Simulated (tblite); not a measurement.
# IPEA1-xTB run of CH6GeTe (SMILES C[Te][GeH3])

What is the electronic atomisation energy of CH6GeTe at IPEA1-xTB? 

The results are computed with tblite 0.8.0.

14 further runs of the same task are left out: 14 set aside as unsound or not needed.

## (1) Starting point

The species is CH6GeTe (9 atoms), meant as a singlet with charge 0. As SMILES, `C[Te][GeH3]`. Geometry: relaxed at PBE0-D4/def2-TZVP.

Bond lengths: C1–Te2 2.149 Å, Te2–Ge3 2.547 Å, C1–H4 1.087 Å, C1–H5 1.089 Å, C1–H6 1.087 Å, Ge3–H7 1.535 Å, Ge3–H8 1.539 Å, Ge3–H9 1.539 Å. Some angles: C1–Te2–Ge3 94.1°, Te2–C1–H4 109.8°, Te2–C1–H5 106.6°, Te2–C1–H6 109.8°, Te2–Ge3–H7 107.2°, Te2–Ge3–H8 110.4°, Te2–Ge3–H9 110.4°, H4–C1–H5 109.8°, H4–C1–H6 111.0°, H5–C1–H6 109.8°.

## (2) Energy and forces at IPEA1-xTB

molecule.xyz reads:

```xyz
9

C     -0.794100     1.189500    -0.988800
Te     1.269100     0.615200    -0.807300
Ge     0.808300    -1.165800     0.953900
H     -1.384400     0.340900    -1.326200
H     -0.831400     1.983400    -1.732800
H     -1.158100     1.562300    -0.034400
H      2.155700    -1.804000     1.318900
H     -0.147100    -2.235600     0.396900
H      0.170400    -0.532400     2.202600
```

script.py reads:

```python
import json
import numpy as np
from ase.io import read
from tblite.ase import TBLite
from ase.units import kcal, mol as mol_
from ase.units import Debye

system = read("molecule.xyz")
start = system.get_positions()

system.calc = TBLite(
    method="IPEA1-xTB",
    multiplicity=1,
    accuracy=0.1,
    spin_polarization=1.0,
    verbosity=0,
)
print(f"Potential energy: {system.get_potential_energy() / (kcal / mol_):.6f} kcal/mol")
print(f"Dipole: {np.linalg.norm(system.get_dipole_moment()) / Debye:.4f} D")
for a, q in zip(system, system.get_charges()):
    print(f"{a.symbol}{a.index + 1} {q:+.4f}")
print("Forces (eV/angstrom):")
for a, F in zip(system, system.get_forces()):
    print(f"{a.symbol:<2} {F[0]:11.6f} {F[1]:11.6f} {F[2]:11.6f}")
json.dump(dict(energy=system.get_potential_energy(), forces=system.get_forces().tolist(), dipole=system.get_dipole_moment().tolist(), charges=system.get_charges().tolist(),
               symbols=system.get_chemical_symbols(), start=start.tolist(), final=system.positions.tolist()), open("results.json", "w"))
```

On the command line:

```
$ python script.py
```

The program printed:

```text
Potential energy: -7408.565690 kcal/mol
Dipole: 2.5398 D
C1 -0.0455
Te2 +0.1735
Ge3 -0.4333
H4 +0.0552
H5 +0.0498
H6 +0.0552
H7 +0.0524
H8 +0.0463
H9 +0.0463
Forces (eV/angstrom):
C    -0.672997    0.403141   -0.263490
Te    0.668874   -1.061556    0.884754
Ge    0.164266    0.266002   -0.281141
H    -0.077903    0.044251    0.027859
H    -0.073991   -0.155056    0.159098
H    -0.088326   -0.010934   -0.029409
H    -1.262765    0.416696   -0.170729
H     0.814280    0.814074    0.647639
H     0.528562   -0.716618   -0.974582
```

Run time: 1.1 s. Hardware: 1 thread of Intel Xeon at 2.70GHz, shared host.

## (3) The C atom: a single-point energy at IPEA1-xTB

xtb_job.py reads:

```python
# IPEA1-xTB single point with ASE
import json
import numpy as np
from ase import Atoms
from ase.units import Bohr
from tblite.ase import TBLite
from ase.units import Debye

system = Atoms(["C"], positions=Bohr * np.array([
    [0.000000, 0.000000, 0.000000],
]))
start = system.get_positions()

system.calc = TBLite(
    method="IPEA1-xTB",
    charge=0,
    multiplicity=3,
    accuracy=0.1,
    spin_polarization=1.0,
)
print(f"Potential energy: {system.get_potential_energy():.6f} eV")
print(f"Dipole: {np.linalg.norm(system.get_dipole_moment()) / Debye:.4f} D")
print("Charges:", np.round(system.get_charges(), 4))
json.dump(dict(energy=system.get_potential_energy(), forces=system.get_forces().tolist(), dipole=system.get_dipole_moment().tolist(), charges=system.get_charges().tolist(),
               symbols=system.get_chemical_symbols(), start=start.tolist(), final=system.positions.tolist()), open("results.json", "w"))
```

On the command line:

```
$ python xtb_job.py
```

The program printed:

```text
------------------------------------------------------------
  cycle        total energy    energy error   density error
------------------------------------------------------------
      1     -1.939402043996  -1.9394020E+00   8.1649658E-01
      2     -1.939402043996   5.1070259E-15   4.8989795E-01
      3     -1.939402043996   5.3290705E-15   2.9390938E-05
      4     -1.939402043996   0.0000000E+00   9.1423475E-14
------------------------------------------------------------

 total:                                   0.001 sec
Potential energy: -52.773818 eV
Dipole: 0.0000 D
Charges: [0.]
```

Wall time 0.23 s (1 thread of Intel Xeon at 2.70GHz, shared host).

## (4) The Ge atom: the energy at IPEA1-xTB

run.py reads:

```python
import json
import numpy as np
from tblite.interface import Calculator
from tblite.interface import symbols_to_numbers

geometry = """
Ge     0.000000     0.000000     0.000000
"""
lines = [l.split() for l in geometry.strip().splitlines()]
symbols = [l[0] for l in lines]
numbers = np.array(symbols_to_numbers(symbols))
positions = np.array([l[1:4] for l in lines], float) / 0.529177210903

tb = Calculator("IPEA1-xTB", numbers, positions, charge=0, uhf=2)
tb.set("accuracy", 0.1)
tb.add("spin-polarization", 1.0)
res = tb.singlepoint()

print(f"total energy: {res.get('energy') * 2625.4996:.8f} kJ/mol")
eps = np.atleast_2d(res.get("orbital-energies")) * 27.211386
occ = np.atleast_2d(res.get("orbital-occupations"))
filled = occ.sum(axis=0) if eps.shape[0] == 1 else occ[0]
homo = np.nonzero(filled > 0.5)[0].max()
print("  MO   occupation   energy/eV")
for i in range(max(0, homo - 4), min(eps.shape[1], homo + 5)):
    print(f"{i + 1:4d} {filled[i]:10.4f} {eps[0, i]:12.4f}")
mu = res.get("dipole") * 2.541746
print(f"|mu|: {np.linalg.norm(mu):.4f} D, components " + " ".join(f"{c:.4f}" for c in mu))
q = res.get("charges")
print("Charges:", " ".join(f"{s}{i + 1}={c:+.4f}" for i, (s, c) in enumerate(zip(symbols, q))))
out = {k: np.asarray(res.get(k)).tolist() for k in ("energy", "gradient", "charges", "dipole", "orbital-energies", "orbital-occupations")}
out.update(symbols=symbols, positions=(positions * 0.529177210903).tolist())
json.dump(out, open("results.json", "w"))
```

On the command line:

```
$ python run.py
```

The program printed:

```text
------------------------------------------------------------
  cycle        total energy    energy error   density error
------------------------------------------------------------
      1     -1.928508155030  -1.9285082E+00   8.1649658E-01
      2     -1.928508155030   0.0000000E+00   4.8989795E-01
      3     -1.928508155030   0.0000000E+00   2.9390938E-05
      4     -1.928508155030   0.0000000E+00   9.1374525E-14
------------------------------------------------------------

 total:                                   0.000 sec
total energy: -5063.29738963 kJ/mol
  MO   occupation   energy/eV
   1     1.0000     -16.5218
   2     0.6667     -10.7874
   3     0.6667     -10.7874
   4     0.6667     -10.7874
   5     0.0000      -4.9184
   6     0.0000      -4.9184
   7     0.0000      -4.9184
   8     0.0000      -4.9184
|mu|: 0.0000 D, components 0.0000 0.0000 0.0000
Charges: Ge1=+0.0000
```

It took 0.16 s on 1 thread of Intel Xeon at 2.70GHz, shared host.

## (5) The H atom: the energy at IPEA1-xTB

script.py reads:

```python
"""IPEA1-xTB single point"""
import json
import numpy as np
from tblite.interface import Calculator

symbols = ["H"]
numbers = np.array([1])
positions = np.array([  # bohr
    [0.000000, 0.000000, 0.000000],
])

calc = Calculator("IPEA1-xTB", numbers, positions, charge=0, uhf=1)
calc.set("verbosity", 0)
calc.set("accuracy", 0.1)
calc.add("spin-polarization", 1.0)
sp = calc.singlepoint()

print(f"Energy: {sp.get('energy'):.8f} Eh")
eps = np.atleast_2d(sp.get("orbital-energies")) * 27.211386
occ = np.atleast_2d(sp.get("orbital-occupations"))
filled = occ.sum(axis=0) if eps.shape[0] == 1 else occ[0]
homo = np.nonzero(filled > 0.5)[0].max()
print(f"HOMO {eps[0, homo]:.4f} eV")
if homo + 1 < eps.shape[1]:
    print(f"LUMO {eps[0, homo + 1]:.4f} eV, gap {eps[0, homo + 1] - eps[0, homo]:.4f} eV")
mu = sp.get("dipole") * 2.541746
print(f"|mu|: {np.linalg.norm(mu):.4f} D, components " + " ".join(f"{c:.4f}" for c in mu))
q = sp.get("charges")
print("Charges:", " ".join(f"{s}{i + 1}={c:+.4f}" for i, (s, c) in enumerate(zip(symbols, q))))
out = {k: np.asarray(sp.get(k)).tolist() for k in ("energy", "gradient", "charges", "dipole", "orbital-energies", "orbital-occupations")}
out.update(symbols=symbols, positions=(positions * 0.529177210903).tolist())
json.dump(out, open("results.json", "w"))
```

Run the same way, it converges to -0.42249 Eh (log not shown).

## (6) The Te atom: the energy at IPEA1-xTB

run.py reads:

```python
import json
import numpy as np
from tblite.interface import Calculator
from tblite.interface import symbols_to_numbers

geometry = """
Te     0.000000     0.000000     0.000000
"""
lines = [l.split() for l in geometry.strip().splitlines()]
symbols = [l[0] for l in lines]
numbers = np.array(symbols_to_numbers(symbols))
positions = np.array([l[1:4] for l in lines], float) / 0.5291772

calc = Calculator("IPEA1-xTB", numbers, positions, charge=0, uhf=2)
calc.set("accuracy", 0.1)
calc.add("spin-polarization", 1.0)
sp = calc.singlepoint()

print(f"total energy: {sp.get('energy'):.8f} Eh")
eps = np.atleast_2d(sp.get("orbital-energies")) * 27.211386
occ = np.atleast_2d(sp.get("orbital-occupations"))
filled = occ.sum(axis=0) if eps.shape[0] == 1 else occ[0]
homo = np.nonzero(filled > 0.5)[0].max()
print(f"HOMO {eps[0, homo]:.4f} eV")
if homo + 1 < eps.shape[1]:
    print(f"LUMO {eps[0, homo + 1]:.4f} eV, gap {eps[0, homo + 1] - eps[0, homo]:.4f} eV")
mu = sp.get("dipole") * 2.541746
print(f"|mu|: {np.linalg.norm(mu):.4f} D, components " + " ".join(f"{c:.4f}" for c in mu))
q = sp.get("charges")
print("Charges:", " ".join(f"{s}{i + 1}={c:+.4f}" for i, (s, c) in enumerate(zip(symbols, q))))
out = {k: np.asarray(sp.get(k)).tolist() for k in ("energy", "gradient", "charges", "dipole", "orbital-energies", "orbital-occupations")}
out.update(symbols=symbols, positions=(positions * 0.529177210903).tolist())
json.dump(out, open("results.json", "w"))
```

Run the same way, it converges to -3.61102 Eh (log not shown).

## (7) What came out

Level: IPEA1-xTB.

| quantity | value |
| --- | --- |
| molecule: total energy | -11.80630 Eh |
| molecule: dipole moment | 2.54 D |
| molecule: largest force on an atom | 1.535 eV/Å |
| C atom: total energy | -1.93940 Eh |
| C atom: dipole moment | 0.00 D |
| C atom: largest force on an atom | 0.000 eV/Å |
| Ge atom: total energy | -1.92851 Eh |
| Ge atom: dipole moment | 0.00 D |
| Ge atom: HOMO energy (as the program lists it) | -10.79 eV |
| Ge atom: LUMO energy (as the program lists it) | -4.92 eV |
| Ge atom: largest force on an atom | 0.000 eV/Å |
| H atom: total energy | -0.42249 Eh |
| H atom: dipole moment | 0.00 D |
| H atom: HOMO energy (as the program lists it) | -12.47 eV |
| H atom: largest force on an atom | 0.000 eV/Å |
| Te atom: total energy | -3.61102 Eh |
| Te atom: dipole moment | 0.00 D |
| Te atom: HOMO energy (as the program lists it) | -11.13 eV |
| Te atom: LUMO energy (as the program lists it) | -1.53 eV |
| Te atom: largest force on an atom | 0.000 eV/Å |
| electronic atomisation energy | 48.775 eV |

Taking the molecule apart into free atoms costs 48.77 eV (1125 kcal/mol), before zero-point energy and without spin-orbit coupling. The largest force (molecule) is 1.54 eV/Å: the shape isn't a stationary point for this species at this level. Tight-binding and semi-empirical models aren't fitted to free atoms, so this value can be far from the true one.
